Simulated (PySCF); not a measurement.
# A diatomic session: SrN

Aim: find the lowest electronic state of SrN, scan its bond at several levels of theory, and get bond length, wavenumber and dissociation energy from each curve.

Computed with PySCF 2.14.0. Level: Sr def2-SVP with ECP28, N def2-SVP, scalar-relativistic core potentials.

### 1 Set-up

Settings of the job:

| Property | Result |
| --- | --- |
| atoms | Sr, N |
| charge | 0 |
| basis | Sr def2-SVP with ECP28, N def2-SVP |
| Hamiltonian | scalar-relativistic core potentials |
| basis functions | 37 |
| electrons treated | 17 |
| masses in u | 87.9056, 14.0031 |
| levels | PBE0, PBE, r²SCAN, MN15, TPSSh, LDA, LC-ωPBE, HF, MP2, SCS-MP2, CCSD, CCSD(T) |
| grid | 80 radial by 434 angular points |
| occupations | held fixed by the projection of orbital angular momentum |
| dissociation limit | Sr + N, each in its ground configuration |
| starting distance in angstrom | 2.365 |
| values of 2S to try | 1, 3 |

On the command line:

```bash
$ OMP_NUM_THREADS=1 python dia.py task.json out
```

After this run come: PBE0 along the bond; Higher solutions at PBE0; PBE (GGA); r²SCAN; MN15 (hybrid meta-GGA); TPSSh; LDA (local density); LC-ωPBE (range-separated hybrid); UHF (mean field); Correlated methods on the Hartree–Fock reference.

**Question.** What will these runs give? Wanted: for each run, Re; ωe; De; μ.

The runs gave:

Lowest PBE0 solution found, without spin–orbit coupling: ⁴Σ⁻ (quartet), unpaired electrons σ ↑, π ↑↑. State 2 has its PBE0 minimum 0.04 eV higher, as a spin-mixed determinant (⟨S²⟩ = 1.61), so this is no gap between pure states. State 3 has its PBE0 minimum 0.06 eV higher, as a spin-mixed determinant (⟨S²⟩ = 1.76), so this is no gap between pure states. The other levels ran on the lowest alone.

| level | Re (Å) | ωe (cm⁻¹) | De (eV) | μ (D) |
| --- | --- | --- | --- | --- |
| UHF-MP2 | 2.435 | 410 | 0.381 | n/a |
| UHF-SCS-MP2 | 2.444 | 403 | 0.368 | n/a |
| UHF-CCSD(T) | 2.469 | 361 | 0.393 | n/a |
| LDA | 2.382 | 406 | 1.76 | -3.54 |
| PBE | 2.416 | 388 | 1.61 | -3.61 |
| r²SCAN | 2.410 | 405 | 1.42 | -3.89 |
| TPSSh | 2.417 | 403 | 1.46 | -3.73 |
| PBE0 | 2.404 | 409 | 1.29 | -4.04 |
| LC-ωPBE | 2.405 | 434 | 1.42 | -4.04 |

De is counted to Sr + N in their ground configurations. A positive dipole means Sr(−)N(+). No constants: UHF (the points don't follow one smooth fit); UHF-CCSD (fits of two degrees disagree); MN15 (the points don't follow one smooth fit).

**Reading.** The methods spread over 0.086 Å in bond length, from LDA to UHF-CCSD(T). Among the levels with a De in the table, it runs from 0.368 eV (UHF-SCS-MP2) to 1.76 eV (LDA).

Correlated steps freeze 1 core orbital. A negative De means that the minimum lies above the separated atoms at that level. T1 is 0.032 near the minimum (highest on the curve 0.056), which may point to more than one leading configuration. At some levels the lowest empty orbital lies below the highest filled one (the two can be of opposite spin). Spin–orbit coupling is left out.
